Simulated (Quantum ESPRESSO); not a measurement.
# Cu (Fmmm) in Quantum ESPRESSO: single point with PBEsol

Aim: the single point of Cu with PBEsol.

Program: Quantum ESPRESSO 7.5. These are calculated values, not measurements. Logs are shortened: lines on timing, memory, paths and dates and some standing lists are left out, and cuts for length are marked.

### Step 1. The crystal as given

The structure is orthorhombic, space group Fmmm (No. 69). The conventional cell has a = 3.200 Å, b = 3.280 Å, c = 4.639 Å, α = 90.00°, β = 90.00°, γ = 90.00°. Around Cu (site symmetry mmm) lie 4 Cu at 2.29 Å.

The cell was built by a generator and needn't be a form met in nature.

### Step 2. Single point, PBEsol

Contents of pw.in:

```
&CONTROL
  calculation = 'scf'
  prefix = 'pwscf'
  outdir = './tmp'
  pseudo_dir = './pseudo'
  tprnfor = .true.
  tstress = .true.
  disk_io = 'nowf'
/
&SYSTEM
  ibrav = 0
  nat = 1
  ntyp = 1
  ecutwfc = 56
  ecutrho = 448
  nbnd = 16
  occupations = 'smearing'
  smearing = 'mp'
  degauss = 0.00734986
/
&ELECTRONS
  conv_thr = 2d-10
  electron_maxstep = 120
  mixing_beta = 0.5
/
ATOMIC_SPECIES
Cu    63.5460 cu_pbesol_v1.2.uspp.F.UPF
CELL_PARAMETERS angstrom
   1.6400000000    2.3193102423    0.0000000000
  -1.6400000000    2.3193102423    0.0000000000
   0.0000000000    2.3193102423    1.6000000000
ATOMIC_POSITIONS crystal
Cu     0.0000000000    0.0000000000    0.0000000000
K_POINTS automatic
16 16 16 0 0 0
```

Potentials or basis: GBRV 1.5 PBEsol.

The run is started by

```bash
$ OMP_NUM_THREADS=1 pw.x -in pw.in > pw.out
```

pw.out:

```text
This program is part of the open-source Quantum ESPRESSO suite
     for quantum simulation of materials; please cite
[... 9 lines left out ...]
     --------------------
     sticks:   dense  smooth     PW     G-vecs:    dense   smooth      PW
     Sum         969     483    201                13137     4657    1217

     Using Slab Decomposition

     bravais-lattice index     =            0
     lattice parameter (alat)  =       5.3679  a.u.
     unit-cell volume          =      82.1390 (a.u.)^3
     number of atoms/cell      =            1
     number of atomic types    =            1
     number of electrons       =        19.00
     number of Kohn-Sham states=           16
     kinetic-energy cutoff     =      56.0000  Ry
     charge density cutoff     =     448.0000  Ry
     scf convergence threshold =      2.0E-10
     mixing beta               =       0.5000
     number of iterations used =            8  plain     mixing
     Exchange-correlation= SLA  PW   PSX  PSC
                           (   1   4  10   8   0   0   0)

     celldm(1)=   5.367887  celldm(2)=   0.000000  celldm(3)=   0.000000
     celldm(4)=   0.000000  celldm(5)=   0.000000  celldm(6)=   0.000000

     crystal axes: (cart. coord. in units of alat)
               a(1) = (   0.577350   0.816497   0.000000 )
               a(2) = (  -0.577350   0.816497   0.000000 )
               a(3) = (   0.000000   0.816497   0.563269 )

     reciprocal axes: (cart. coord. in units 2 pi/alat)
               b(1) = (  0.866025  0.612372 -0.887676 )
               b(2) = ( -0.866025  0.612372 -0.887676 )
               b(3) = (  0.000000 -0.000000  1.775352 )

     PseudoPot. # 1 for Cu read from file:
     cu_pbesol_v1.2.uspp.F.UPF
     Pseudo is Ultrasoft + core correction, Zval = 19.0
     Generated by new atomic code, or converted to UPF format
     Using radial grid of  867 points,  6 beta functions with:
                l(1) =   0
                l(2) =   0
                l(3) =   1
                l(4) =   1
                l(5) =   2
                l(6) =   2
     Q(r) pseudized with  8 coefficients,  rinner =    1.150   1.150   1.150
                                                       1.150   1.150

     atomic species   valence    mass     pseudopotential
     Cu               19.00    63.54600     Cu( 1.00)

      8 Sym. Ops., with inversion, found

   Cartesian axes

     site n.     atom                  positions (alat units)
         1        Cu     tau(   1) = (   0.0000000   0.0000000   0.0000000  )

     number of k points=   621  Methfessel-Paxton smearing, width (Ry)=  0.0073

     Number of k-points >= 100: set verbosity='high' to print them.

     Dense  grid:    13137 G-vectors     FFT dimensions: (  40,  40,  36)

     Smooth grid:     4657 G-vectors     FFT dimensions: (  25,  25,  25)

     Check: negative core charge=   -0.000002

     Initial potential from superposition of free atoms

     starting charge      18.0000, renormalised to      19.0000
     Starting wfcs are   13 randomized atomic wfcs +    3 random wfcs

     Self-consistent Calculation

     iteration #  1     ecut=    56.00 Ry     beta= 0.50
     Davidson diagonalization with overlap
     ethr =  1.00E-02,  avg # of iterations =  6.0

     total energy              =    -400.62980249 Ry
     estimated scf accuracy    <       5.61042305 Ry

     iteration #  2     ecut=    56.00 Ry     beta= 0.50
     Davidson diagonalization with overlap
     ethr =  1.00E-02,  avg # of iterations =  2.9

     total energy              =    -402.93576470 Ry
     estimated scf accuracy    <       6.05836713 Ry

     iteration #  3     ecut=    56.00 Ry     beta= 0.50
     Davidson diagonalization with overlap
     ethr =  1.00E-02,  avg # of iterations =  2.0

     total energy              =    -403.50497641 Ry
     estimated scf accuracy    <       0.36619109 Ry

     iteration #  4     ecut=    56.00 Ry     beta= 0.50
     Davidson diagonalization with overlap
     ethr =  1.93E-03,  avg # of iterations =  1.1

     total energy              =    -403.51584433 Ry
     estimated scf accuracy    <       0.13946127 Ry

     iteration #  5     ecut=    56.00 Ry     beta= 0.50
     Davidson diagonalization with overlap
     ethr =  7.34E-04,  avg # of iterations =  1.1

     total energy              =    -403.46168071 Ry
     estimated scf accuracy    <       0.15839124 Ry

     iteration #  6     ecut=    56.00 Ry     beta= 0.50
     Davidson diagonalization with overlap
     ethr =  7.34E-04,  avg # of iterations =  1.6

     total energy              =    -403.48778686 Ry
     estimated scf accuracy    <       0.00091544 Ry

     iteration #  7     ecut=    56.00 Ry     beta= 0.50
     Davidson diagonalization with overlap
     c_bands:  1 eigenvalues not converged
     ethr =  4.82E-06,  avg # of iterations =  3.4

     total energy              =    -403.48552298 Ry
     estimated scf accuracy    <       0.00618502 Ry

     iteration #  8     ecut=    56.00 Ry     beta= 0.50
     Davidson diagonalization with overlap
     ethr =  4.82E-06,  avg # of iterations =  3.0

     total energy              =    -403.48782151 Ry
     estimated scf accuracy    <       0.00437257 Ry

     iteration #  9     ecut=    56.00 Ry     beta= 0.50
     Davidson diagonalization with overlap
     ethr =  4.82E-06,  avg # of iterations =  1.1

     total energy              =    -403.48753942 Ry
     estimated scf accuracy    <       0.00148250 Ry

     iteration # 10     ecut=    56.00 Ry     beta= 0.50
     Davidson diagonalization with overlap
     ethr =  4.82E-06,  avg # of iterations =  1.1

     total energy              =    -403.48768564 Ry
     estimated scf accuracy    <       0.00007173 Ry

     iteration # 11     ecut=    56.00 Ry     beta= 0.50
     Davidson diagonalization with overlap
     ethr =  3.78E-07,  avg # of iterations =  2.0

     total energy              =    -403.48768263 Ry
     estimated scf accuracy    <       0.00010330 Ry

     iteration # 12     ecut=    56.00 Ry     beta= 0.50
     Davidson diagonalization with overlap
     ethr =  3.78E-07,  avg # of iterations =  1.0

     total energy              =    -403.48767337 Ry
     estimated scf accuracy    <       0.00006609 Ry

     iteration # 13     ecut=    56.00 Ry     beta= 0.50
     Davidson diagonalization with overlap
     ethr =  3.48E-07,  avg # of iterations =  1.0

     total energy              =    -403.48767526 Ry
     estimated scf accuracy    <       0.00001175 Ry

     iteration # 14     ecut=    56.00 Ry     beta= 0.50
     Davidson diagonalization with overlap
     ethr =  6.18E-08,  avg # of iterations =  1.0

     total energy              =    -403.48767496 Ry
     estimated scf accuracy    <       0.00000410 Ry

     iteration # 15     ecut=    56.00 Ry     beta= 0.50
     Davidson diagonalization with overlap
     ethr =  2.16E-08,  avg # of iterations =  1.0

     total energy              =    -403.48767500 Ry
     estimated scf accuracy    <       0.00000098 Ry

     iteration # 16     ecut=    56.00 Ry     beta= 0.50
     Davidson diagonalization with overlap
     ethr =  5.16E-09,  avg # of iterations =  1.0

     total energy              =    -403.48767500 Ry
     estimated scf accuracy    <       0.00000034 Ry

     iteration # 17     ecut=    56.00 Ry     beta= 0.50
     Davidson diagonalization with overlap
     ethr =  1.79E-09,  avg # of iterations =  1.0

     total energy              =    -403.48767499 Ry
     estimated scf accuracy    <       0.00000018 Ry

     iteration # 18     ecut=    56.00 Ry     beta= 0.50
     Davidson diagonalization with overlap
     ethr =  9.27E-10,  avg # of iterations =  1.0

     total energy              =    -403.48767499 Ry
     estimated scf accuracy    <       0.00000006 Ry

     iteration # 19     ecut=    56.00 Ry     beta= 0.50
     Davidson diagonalization with overlap
     ethr =  3.08E-10,  avg # of iterations =  1.0

     total energy              =    -403.48767499 Ry
     estimated scf accuracy    <          4.4E-09 Ry

     iteration # 20     ecut=    56.00 Ry     beta= 0.50
     Davidson diagonalization with overlap
     ethr =  2.32E-11,  avg # of iterations =  1.7

     total energy              =    -403.48767499 Ry
     estimated scf accuracy    <          7.5E-10 Ry

     iteration # 21     ecut=    56.00 Ry     beta= 0.50
     Davidson diagonalization with overlap
     ethr =  3.94E-12,  avg # of iterations =  1.3

     End of self-consistent calculation

     Number of k-points >= 100: set verbosity='high' to print the bands.

     the Fermi energy is    15.2530 ev

!    total energy              =    -403.48767499 Ry
     estimated scf accuracy    <          1.8E-10 Ry
     smearing contrib. (-TS)   =       0.00001301 Ry
     internal energy E=F+TS    =    -403.48768800 Ry

     The total energy is F=E-TS. E is the sum of the following terms:
     one-electron contribution =    -276.05168721 Ry
     hartree contribution      =     148.89701587 Ry
     xc contribution           =     -38.40499036 Ry
     ewald contribution        =    -237.92802630 Ry

     convergence has been achieved in  21 iterations

     Forces acting on atoms (cartesian axes, Ry/au):

     atom    1 type  1   force =     0.00000000    0.00000000    0.00000000

     Total force =     0.000000     Total SCF correction =     0.000000

     Computing stress (Cartesian axis) and pressure

          total   stress  (Ry/bohr**3)                   (kbar)     P=       10.79
   0.00114336   0.00000000   0.00000000          168.19        0.00        0.00
   0.00000000  -0.00187392   0.00000000            0.00     -275.66        0.00
   0.00000000   0.00000000   0.00095059            0.00        0.00      139.84

=------------------------------------------------------------------------------=
   JOB DONE.
=------------------------------------------------------------------------------=
```

Wall time 3.1 min (1 thread of Arm Neoverse V1, shared host); peak memory 0.16 GiB.

What came out:

```yaml
Free_energy: -5489.7295 eV
Pressure: 1.1 GPa
Band_gap_on_the_k_mesh: none (metal or under the smearing width)
```

Stress tensor (GPa, compression positive):
```
 16.82   0.00   0.00
  0.00 -27.57   0.00
  0.00   0.00  13.98
```

Levels at points of the mesh, in eV from the Fermi level:
| k point | band 6 | band 7 | band 8 | band 9 | band 10 | band 11 | band 12 | band 13 |
| --- | --- | --- | --- | --- | --- | --- | --- | --- |
| (0.00, 0.00, 0.00) | -4.12 | -3.30 | -2.13 | -2.08 | -1.38 | 18.23 | 22.77 | 24.59 |
| (0.00, 0.00, -0.50) | -3.99 | -2.23 | -1.73 | -0.67 | 4.73 | 10.40 | 10.69 | 11.88 |
| (0.00, -0.50, 0.00) | -3.76 | -2.31 | -1.62 | -1.53 | -0.61 | 4.27 | 13.12 | 18.65 |
| (-0.50, -0.50, 0.00) | -3.89 | -2.28 | -1.80 | -0.67 | 4.03 | 9.95 | 11.13 | 12.59 |
| (-0.50, -0.50, -0.50) | -4.49 | -2.04 | -1.50 | -1.50 | -1.31 | 1.80 | 19.01 | 19.08 |
